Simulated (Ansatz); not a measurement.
FGeH2, SMILES [F][GeH2]: a ladder of basis sets, run with Ansatz 0.2.0 through its Python package.

The script, `run_basis.py`:
```python
import ansatz as az
from ase import Atoms

SETTINGS = {
    "functional": "hf",
}

atoms = Atoms(["F", "Ge", "H", "H"], positions=[
    (0.1704, -0.6342, 1.5112),
    (0.2764, -0.2129, -0.2087),
    (-1.0884, -0.5166, -0.9454),
    (0.6971, 1.3033, -0.3773),
])
mol = az.Crystal.molecule_from_ase(atoms)

base = (
    mol.calculation()
    .functional(SETTINGS["functional"])
    .spin("collinear", total=1)
)

energies = {}
for basis in ["cc-pVDZ", "cc-pVTZ"]:
    report = base.basis(gaussian=basis).run(threads=1).report
    size = report["n_frozen"] + report["n_occupied"][0] + report["n_virtual"][0]
    energies[basis] = (report["reference_energy_ev"] / 27.211386246, report["free_energy_ev"] / 27.211386246)
    print(f"{basis:14s} {size:4d} orbitals  reference {energies[basis][0]:14.6f} Ha  total {energies[basis][1]:14.6f} Ha")

last = energies["cc-pVTZ"][1]
for basis, (_, total) in energies.items():
    print(f"{basis:14s} lies {27.211386 * (total - last):9.4f} eV above cc-pVTZ")
```

How far does the total energy move along this ladder of basis sets?

Against cc-pVDZ: cc-pVTZ -112.6 mHa. The last step alone is -112.60 mHa. From the first set to the last the time grows from 1.0 to 2.3 s.

The run itself:

`python run_basis.py` gives:
```text
cc-pVDZ          51 orbitals  reference   -2175.927905 Ha  total   -2175.927905 Ha
cc-pVTZ         101 orbitals  reference   -2176.040506 Ha  total   -2176.040506 Ha
cc-pVDZ        lies    3.0640 eV above cc-pVTZ
cc-pVTZ        lies    0.0000 eV above cc-pVTZ
```

Notes:
- These settings explore the input space; basis and method may be short of convergence.
- The geometry is a force-field or estimated start, not a minimum of this method, and the last set is no limit. Much of the fall in a total is atomic energy, which cancels in bond and reaction energies.
- The species is open-shell (spin multiplicity 2).
- Hardware and time: 4.1 s on 1 thread of Arm Neoverse N1, on a shared host, peak memory 0.25 GiB.
